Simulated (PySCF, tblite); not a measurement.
# C7H13N3: geometry, infrared bands and NMR shifts

Wanted: the infrared bands and NMR shifts of C7H13N3 (`CC(C)(C)Cn1cnnc1`), by calculation.

The runs use tblite 0.8.0 and PySCF 2.14.0, with density-fitted response routines of our own; the level of theory stands in each step. All values are computed, except where a source is named. Atoms are numbered from 0 throughout.

## 1. The molecule as given

23 atoms, charge 0, multiplicity 1; geometry from: force field or distance geometry start.

Bonds of the start (Å): C0–C1 1.54, C1–C2 1.53, C1–C3 1.54, C1–C4 1.56, C4–N5 1.44, N5–C6 1.36, C6–N7 1.32, N7–N8 1.37, N8–C9 1.32, C9–N5 1.36, C0–H10 1.11, C0–H11 1.09, C0–H12 1.10, C2–H13 1.10, C2–H14 1.11, C2–H15 1.09, C3–H16 1.10, C3–H17 1.09, C3–H18 1.09, C4–H19 1.09, C4–H20 1.10, C6–H21 1.08, C9–H22 1.08.

## 2. Geometry optimisation with GFN2-xTB

Job settings and geometry (Å):

```
{"job": {"kind": "relax", "xc": "GFN2-xTB", "basis": "xTB"}, "charge": 0, "multiplicity": 1}
C     -1.305100     0.041200     1.214700
C     -0.890600    -0.005700    -0.270400
C     -0.731000     1.419300    -0.795900
C     -1.994100    -0.714000    -1.071200
C      0.425100    -0.819700    -0.432500
N      1.584400    -0.303400     0.241100
C      2.029800    -0.645900     1.480200
N      3.157800    -0.013200     1.744500
N      3.471400     0.735900     0.635200
C      2.521600     0.544200    -0.256900
H     -2.294900     0.524800     1.322600
H     -0.607100     0.611900     1.824200
H     -1.396300    -0.960800     1.652200
H     -0.395600     1.420500    -1.843400
H     -1.700800     1.964400    -0.762100
H     -0.027500     2.007400    -0.198100
H     -2.143600    -1.743100    -0.701800
H     -1.741100    -0.778400    -2.127600
H     -2.950700    -0.191200    -0.968200
H      0.291000    -1.848200    -0.085700
H      0.684600    -0.876800    -1.500000
H      1.517800    -1.334000     2.144500
H      2.490200     0.991800    -1.235400
```

Command:

```console
$ OMP_NUM_THREADS=1 python probes_run.py task.json out
```

The driver reads the jobs from task.json and runs them one after another.

**Question.** This job is followed by: GFN2-xTB harmonic vibrations, gas phase; GIAO PBE0/pcSseg-1 NMR shielding, non-relativistic, gas phase. Predict these results of the whole session: strongest single infrared mode (GFN2-xTB); zero-point energy (GFN2-xTB); 13C shifts against TMS (PBE0/pcSseg-1, means over atoms taken as alike); 1H shifts against TMS (PBE0/pcSseg-1, means over atoms taken as alike); 15N shifts against NH3 (PBE0/pcSseg-1, means over atoms taken as alike).

As calculated:

| quantity | value |
| --- | --- |
| strongest single infrared mode (GFN2-xTB) | 1486 cm⁻¹, 176 km/mol |
| zero-point energy (GFN2-xTB) | 123.7 kcal/mol |
| 13C shifts against TMS (PBE0/pcSseg-1, means over atoms taken as alike) | 146.8, 58.7, 35.2, 28.7 ppm |
| 1H shifts against TMS (PBE0/pcSseg-1, means over atoms taken as alike) | 7.78, 3.71, 0.95 ppm |
| 15N shifts against NH3 (PBE0/pcSseg-1, means over atoms taken as alike) | 368.4, 196.8 ppm |

**Reading.** Relaxing lowered the energy by 0.139 eV in 39 steps; the close pair that moved most is N7–N8, from 1.375 to 1.343 Å. All 63 modes are real, so the xTB geometry is a minimum. Unscaled tight-binding wavenumbers are off by several per cent, some by more. Its intensities can rank the bands wrongly. At PBE0/pcSseg-1: The widest tensor belongs to N7, N8: span 528 ppm, with a paramagnetic part of -430 ppm. NICS(1)zz of -31 ppm above the planar ring from N5 marks a diatropic (aromatic) ring current.
